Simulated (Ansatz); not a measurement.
**Molecular dynamics of Ba3Ti3SiCl4O9**

The input (input.yaml):

```yaml
accuracy: low
crystal:
  lattice:
    - [5.657297, 0.0, 0.0]
    - [-2.828649, 4.899363, 0.0]
    - [0.0, 0.0, 20.702638]
  atoms:
    - { symbol: Ba, position: [0.0, 0.0, 0.048303] }
    - { symbol: Ti, position: [0.3333333, 0.6666667, 0.099738] }
    - { symbol: O, position: [0.4970667, 0.9941333, 0.0524138] }
    - { symbol: O, position: [0.0058667, 0.5029333, 0.0524138] }
    - { symbol: O, position: [0.4970667, 0.5029333, 0.0524138] }
    - { symbol: Ba, position: [0.66687955, 0.33387981, 0.14528427] }
    - { symbol: Ti, position: [-0.00012036, 0.00258614, 0.21870734] }
    - { symbol: O, position: [0.16529089, 0.3293619, 0.17661793] }
    - { symbol: O, position: [0.67509243, 0.83829854, 0.17633265] }
    - { symbol: O, position: [0.16423337, 0.83951576, 0.17725578] }
    - { symbol: Ba, position: [0.33356259, 0.66966012, 0.2733881] }
    - { symbol: Ti, position: [0.66709645, 0.33709614, 0.32605217] }
    - { symbol: O, position: [0.8331365, 0.67471059, 0.29708271] }
    - { symbol: O, position: [0.32990941, 0.17125499, 0.29726941] }
    - { symbol: O, position: [0.83076301, 0.17155339, 0.29272422] }
    - { symbol: Si, position: [0.71929668, 0.49120483, 0.52882885] }
    - { symbol: Cl, position: [1.05100841, 0.87437402, 0.5270714] }
    - { symbol: Cl, position: [0.39064741, 0.54335199, 0.51558119] }
    - { symbol: Cl, position: [0.73507337, 0.25777745, 0.44794599] }
    - { symbol: Cl, position: [0.69925482, 0.29649248, 0.61358909] }
basis:
  ecutwfc: 420.0
kpoints:
  mp_grid: { grid: [2, 2, 1] }
hamiltonian:
  xc: pbe
  pseudopotentials: { kind: paw, azcp: { folder: soft_1 } }
scf:
  occupations: { method: fermi_dirac, width: 0.05 }
  lower_state_search: "off"
md:
  timestep: 1
  n_steps: 200
  ensemble: nvt_langevin
  temperature: 500.0
  initial_velocities: maxwell_boltzmann
  seed: 369275
  friction: 0.005
  constraints: [{ sites: [0, 1, 2, 3, 4] }]
```

Launched with:

```bash
$ ansatz run input.yaml --threads 2 --pin off --max-ram 5120MiB --backend cpu --events-out ev --progress --plain --runs-dir out
```

It starts from a relaxed structure.

Output, in part (step lines):

```
md step     0: t =     0.00 fs  T =   500.0 K  F+E_penalty+E_count = -35433.78689078 eV  E_kin = 0.969450 eV  (29 SCF iters)
md step     1: t =     1.00 fs  T =   493.3 K  F+E_penalty+E_count = -35433.78172936 eV  E_kin = 0.956460 eV  (11 SCF iters)
md step     2: t =     2.00 fs  T =   481.7 K  F+E_penalty+E_count = -35433.76746534 eV  E_kin = 0.933946 eV  (11 SCF iters)
md step     3: t =     3.00 fs  T =   456.2 K  F+E_penalty+E_count = -35433.74483534 eV  E_kin = 0.884579 eV  (11 SCF iters)
md step     4: t =     4.00 fs  T =   445.3 K  F+E_penalty+E_count = -35433.71595197 eV  E_kin = 0.863346 eV  (11 SCF iters)
md step     5: t =     5.00 fs  T =   404.9 K  F+E_penalty+E_count = -35433.68301108 eV  E_kin = 0.785037 eV  (9 SCF iters)
md step     6: t =     6.00 fs  T =   393.5 K  F+E_penalty+E_count = -35433.64663356 eV  E_kin = 0.762902 eV  (7 SCF iters)
md step     7: t =     7.00 fs  T =   385.6 K  F+E_penalty+E_count = -35433.60839382 eV  E_kin = 0.747558 eV  (7 SCF iters)
[... lines left out ...]
md step   200: t =   200.00 fs  T =   234.5 K  F+E_penalty+E_count = -35432.99536716 eV  E_kin = 0.454596 eV  (13 SCF iters)
```

The steps, from the saved trajectory:

```csv
time (fs),T (K),potential energy less start (eV)
0,500,0.000
6,393,0.140
12,283,0.356
18,289,0.429
24,270,0.488
30,186,0.598
36,209,0.555
42,267,0.520
48,257,0.569
54,257,0.553
60,344,0.526
66,262,0.647
72,251,0.671
78,339,0.594
84,323,0.611
90,400,0.591
96,384,0.530
102,374,0.520
108,365,0.504
114,393,0.455
120,394,0.451
126,371,0.534
132,323,0.551
138,348,0.584
144,293,0.661
150,271,0.687
156,305,0.646
162,338,0.625
168,302,0.718
174,291,0.734
180,351,0.667
186,312,0.665
192,276,0.740
198,227,0.801
```

The run went to its last step. The mean temperature of the second half is 35 % below the set value. A run of 0.2 ps of so small a system gives no equilibrium averages. Limits of this set-up: coarse k mesh, slab without dipole correction, no dispersion correction for a molecule that may bind weakly, a typed lattice constant that wasn't relaxed here, low accuracy level.

Mean squared displacements from the first frame to the last: Ba 0.02 Å², Ti 0.04 Å², O 0.05 Å², Si 0.08 Å², Cl 0.05 Å².

Last frame:

```xyz
20
Lattice="5.6573 0.0000 0.0000 -2.8286 4.8994 0.0000 0.0000 0.0000 20.7026" Properties=species:S:1:pos:R:3
Ba 0.000 0.000 1.000
Ti 0.000 3.266 2.065
O 0.000 4.871 1.085
O -1.389 2.464 1.085
O 1.389 2.464 1.085
Ba 2.810 1.607 3.017
Ti -0.069 0.111 4.402
O -0.012 1.685 3.479
O 1.425 4.147 3.468
O -1.569 4.037 3.716
Ba -0.219 3.315 5.537
Ti 2.513 1.597 6.662
O 2.374 3.268 6.081
O 1.177 0.780 5.984
O 3.952 0.963 5.843
Si 2.431 2.292 10.931
Cl 3.203 4.246 10.898
Cl 0.482 2.741 10.644
Cl 3.386 1.394 9.147
Cl 3.300 1.383 12.553
```

Run time: 20 min on 2 threads of Arm Neoverse V2, on a shared host, peak memory 1.2 GiB.
